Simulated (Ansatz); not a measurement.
# CdTeS4: the cost of one run

Program: Ansatz 0.2.0. Level of theory: DFT PBE, scalar-relativistic, plane waves, PAW. These are calculated values, not measurements.

## Step 1: The starting structure

It takes space group I4/mmm (No. 139, tetragonal). The conventional cell has a = 6.257 Å, b = 6.257 Å, c = 8.558 Å, α = 90.00°, β = 90.00°, γ = 90.00°. Around Cd (site symmetry 4/mmm) lie 8 S at 3.08 Å. Te (site symmetry 4/mmm) has 8 S at 3.08 Å in its first shell of neighbours. S (site symmetry 2/m) is surrounded by 2 Cd at 3.08 Å and 2 Te at 3.08 Å and 4 S at 3.13 Å.

Structure file:

```
CELL_PARAMETERS angstrom
-3.12834 3.12834 4.27922
3.12834 -3.12834 4.27922
3.12834 3.12834 -4.27922
ATOMIC_POSITIONS crystal
Cd 0.00000 0.00000 0.00000
Te 0.50000 0.50000 0.00000
S 0.50000 0.50000 0.50000
S 0.00000 0.00000 0.50000
S 0.50000 0.00000 0.00000
S 0.00000 0.50000 0.00000
```

Recipe of the guess: random cell by space group and Wyckoff sites (I4/mmm, No. 139). Lengths come from tabulated atomic sizes and are only a guess.

## Step 2: The guess as it stands, on a coarse mesh

input.yaml

```yaml
crystal:
  lattice:
    - [-3.12834174, 3.12834174, 4.27921688]
    - [3.12834174, -3.12834174, 4.27921688]
    - [3.12834174, 3.12834174, -4.27921688]
  atoms:
    - { symbol: Cd, position: [0.0, 0.0, 0.0] }
    - { symbol: Te, position: [0.5, 0.5, 0.0] }
    - { symbol: S, position: [0.5, 0.5, 0.5] }
    - { symbol: S, position: [0.0, 0.0, 0.5] }
    - { symbol: S, position: [0.5, 0.0, 0.0] }
    - { symbol: S, position: [0.0, 0.5, 0.0] }
basis:
  ecutwfc: 420
kpoints:
  mp_grid: { grid: [4, 4, 4] }
hamiltonian:
  xc: pbe
scf:
  occupations: { method: gaussian, width: 0.1 }
  lower_state_search: "off"
output:
  forces: true
  stress: true
  eigenvalues: true
```

Run with:

```bash
ansatz run input.yaml --threads 1 --pin off --max-ram 2560MiB --backend cpu --events-out ev --progress --plain --runs-dir out
```

What time and memory should one allow on 1 thread of Intel Xeon at 2.50GHz (Skylake/Cascade Lake), shared host?

About 9.3 s, with a peak of 0.47 GiB.
